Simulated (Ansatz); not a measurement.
**CH9B2NSi: one species, many methods**

An exercise on one series of results from a longer session: the logs are not shown, and one member is left open.

Method: functionals in def2-TZVPP, the program's frozen cores in correlated methods; program: Ansatz 0.2.0, Gaussian basis.

Levels to be run: PBE-D4, r2SCAN-D4, PBE0-D4, B3LYP-D4, ωB97X-V, ωB97M-V, B2PLYP; CCSD(T)/def2-TZVPP; MP2/def2-QZVPP; extrapolation to the limit.

### Structure used throughout

All runs share one geometry, relaxed beforehand with PBE0-D4 in a triple-zeta def2 set.

14 atoms, charge 0, spin multiplicity 1.

Atoms are counted from 1 here; the program's logs count them from 0.

Bond lengths: B1–Si2 1.990 Å, B1–H6 1.195 Å, B1–H7 1.204 Å, B1–H11 1.355 Å, Si2–B4 2.033 Å, Si2–H8 1.481 Å, Si2–H9 1.480 Å, C3–B4 1.497 Å, C3–N5 1.336 Å, C3–H10 1.087 Å, B4–H11 1.309 Å, B4–H12 1.192 Å, N5–H13 1.007 Å, N5–H14 1.004 Å. Angles: Si2–B1–H6 117.3°, Si2–B1–H7 113.1°, Si2–B1–H11 105.3°, H6–B1–H7 118.1°, H6–B1–H11 100.3°, H7–B1–H11 98.8°, B1–Si2–B4 57.1°, B1–Si2–H8 124.2°, B1–Si2–H9 119.4°, B4–Si2–H8 114.0°, B4–Si2–H9 118.2°, H8–Si2–H9 112.1°, B4–C3–N5 126.3°, B4–C3–H10 119.6°, N5–C3–H10 114.1°, Si2–B4–C3 92.3°, Si2–B4–H11 104.9°, Si2–B4–H12 108.3° and more.

Set-up of the first run:

in.yaml reads:

```yaml
crystal:
  periodic: [false, false, false]
  atoms:
    - {symbol: B, position_ang: [-1.240779, 0.923401, -0.508377]}
    - {symbol: Si, position_ang: [-0.771451, 0.253394, 1.305238]}
    - {symbol: C, position_ang: [1.000251, -0.911240, -0.152979]}
    - {symbol: B, position_ang: [-0.477311, -0.838272, -0.384099]}
    - {symbol: N, position_ang: [1.896199, 0.029516, -0.463221]}
    - {symbol: H, position_ang: [-2.401544, 0.984839, -0.787629]}
    - {symbol: H, position_ang: [-0.519332, 1.810580, -0.885063]}
    - {symbol: H, position_ang: [-1.742070, -0.345848, 2.249023]}
    - {symbol: H, position_ang: [0.415185, 0.801947, 1.999019]}
    - {symbol: H, position_ang: [1.426628, -1.790007, 0.323969]}
    - {symbol: H, position_ang: [-0.837809, -0.047691, -1.363684]}
    - {symbol: H, position_ang: [-1.172865, -1.805174, -0.330735]}
    - {symbol: H, position_ang: [1.582886, 0.891002, -0.881163]}
    - {symbol: H, position_ang: [2.829013, 0.014452, -0.091701]}
basis:
  gaussian: {orbitals: def2-TZVPP}
hamiltonian: {xc: pbe, dispersion: d4}
output: {forces: true, orbitals: {seedname: orbitals}}
```

The run is started by

```
$ ansatz run in.yaml --threads 4 --pin off --events-out ev --progress --plain --max-ram 10444MiB
```

Steps of the session up to this table: PBE-D4 (GGA); r2SCAN-D4 (meta-GGA); PBE0-D4 (hybrid); B3LYP-D4 (hybrid); ωB97X-V (range-separated); ωB97M-V (range-separated); B2PLYP (double hybrid); CCSD(T) in def2-TZVPP; MP2 in def2-QZVPP.

One table of the session follows, with a row left open; its other results are not shown here.

| method | atomisation energy (kJ/mol) |
| --- | --- |
| PBE-D4 | 4921.2 |
| r2SCAN-D4 | 4858.8 |
| PBE0-D4 | 4850.0 |
| B3LYP-D4 | 4835.4 |
| ωB97X-V | 4822.4 |
| ωB97M-V | 4829.4 |
| B2PLYP | ? |
| HF/def2-TZVPP | 3509.6 |
| MP2/def2-TZVPP | 4712.1 |
| CCSD/def2-TZVPP | 4595.2 |
| CCSD(T)/def2-TZVPP | 4669.2 |
| MP2/CBS | 4826.2 |
| CCSD(T)/CBS | 4783.3 |

Q: Estimate the row for B2PLYP from the others.

As computed: atomisation energy (kJ/mol): 4759.7. In the column «atomisation energy (kJ/mol)» it lies between MP2/def2-TZVPP (4712.1) and CCSD(T)/CBS (4783.3).
